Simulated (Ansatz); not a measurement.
# SiGeS+ (doublet): the correlation ladder, cc-pVDZ

An exercise on one series of results from a longer session: the logs are not shown, and one member is left open.

Program: Ansatz 0.2.0, Gaussian basis. Level of theory: cc-pVDZ, core rule «outside noble gas», up to 24 orbitals frozen. These are calculated values, not measurements.

To be run: UHF; CCSD(T) on ROHF; CCSD(T) on UHF; BCCD(T) on ROHF; CISD; CCSDT(Q) on ROHF; CCSDT(Q) on UHF; CASSCF and MRCISD+Q, 11 electrons in 11 orbitals; CASSCF and NEVPT2, 11 electrons in 11 orbitals.

26 further runs of the same task are left out: 2 for a known fault of the program, 12 that didn't finish, 12 set aside as unsound or not needed.

## What is computed

The geometry is a PBE0/def2-TZVP stationary point (not a proven minimum) of the parent state, kept for this charge and spin. No spin-orbit coupling is included. The filled d shell of Ge may be among the frozen orbitals whatever the setting's name suggests; the logs give the count.

3 atoms, charge 1, spin multiplicity 2.

Atoms are counted from 1 here; the program's logs count them from 0.

Bond lengths: Ge1–Si2 2.313 Å, Si2–S3 1.935 Å. Angles: Ge1–Si2–S3 180.0°.

Set-up of the first run:

The input, in.yaml:

```yaml
crystal:
  periodic: [false, false, false]
  atoms:
    - {symbol: Ge, position_ang: [0.000000, 0.000000, 2.186933]}
    - {symbol: Si, position_ang: [0.000000, 0.000000, -0.125967]}
    - {symbol: S, position_ang: [0.000000, 0.000000, -2.060967]}
basis:
  gaussian: {orbitals: cc-pVDZ}
total_charge: 1
magnetization: {spin_polarized: true, initial_magnetization: 1}
hamiltonian: {xc: hf}
output: {orbitals: {seedname: orbitals}}
```

On the command line:

```
ansatz run in.yaml --threads 1 --pin off --events-out ev --progress --plain --max-ram 2393MiB
```

Steps of the session up to this table: UHF; CCSD(T) on ROHF; CCSD(T) on UHF; BCCD(T) on ROHF; CISD; CCSDT(Q) on ROHF; CCSDT(Q) on UHF; CASSCF and MRCISD+Q, 11 electrons in 11 orbitals; CASSCF and NEVPT2, 11 electrons in 11 orbitals.

One of the session's tables, all rows but one given; the rest of the session is left out.

It belongs to the step «Misses and costs». 

| method | from RCCSDT(Q) (meV) |
| --- | --- |
| ROHF | +8500.6 |
| UHF | +8381.1 |
| RMP2 | +1394.4 |
| UMP2 | +1632.8 |
| CISD | +1493.1 |
| RCCSD | ? |
| UCCSD | +544.9 |
| RCCSD(T) | +82.7 |
| UCCSD(T) | +109.6 |
| BCCD(T) | +85.4 |
| RCCSDT | +34.9 |
| UCCSDT | +33.9 |
| RCCSDT(Q) | 0 |
| UCCSDT(Q) | -22.5 |
| CASSCF valence | +5448.3 |
| NEVPT2 valence | +1114.5 |
| MRCISD valence | +540.0 |
| MRCISD+Q valence | +45.0 |

Estimate the missing values for RCCSD.

**Answer.** from RCCSDT(Q) (meV): +540.2. In the column «from RCCSDT(Q) (meV)» it lies between MRCISD valence (+540.0) and UCCSD (+544.9).

Limits of these values: Warnings: spin contamination; coupled cluster took another determinant than the lowest. Restricted and unrestricted rows rest on different reference determinants; where their highest levels disagree by more than a few hundredths of an eV, they describe different states and don't form one ladder.
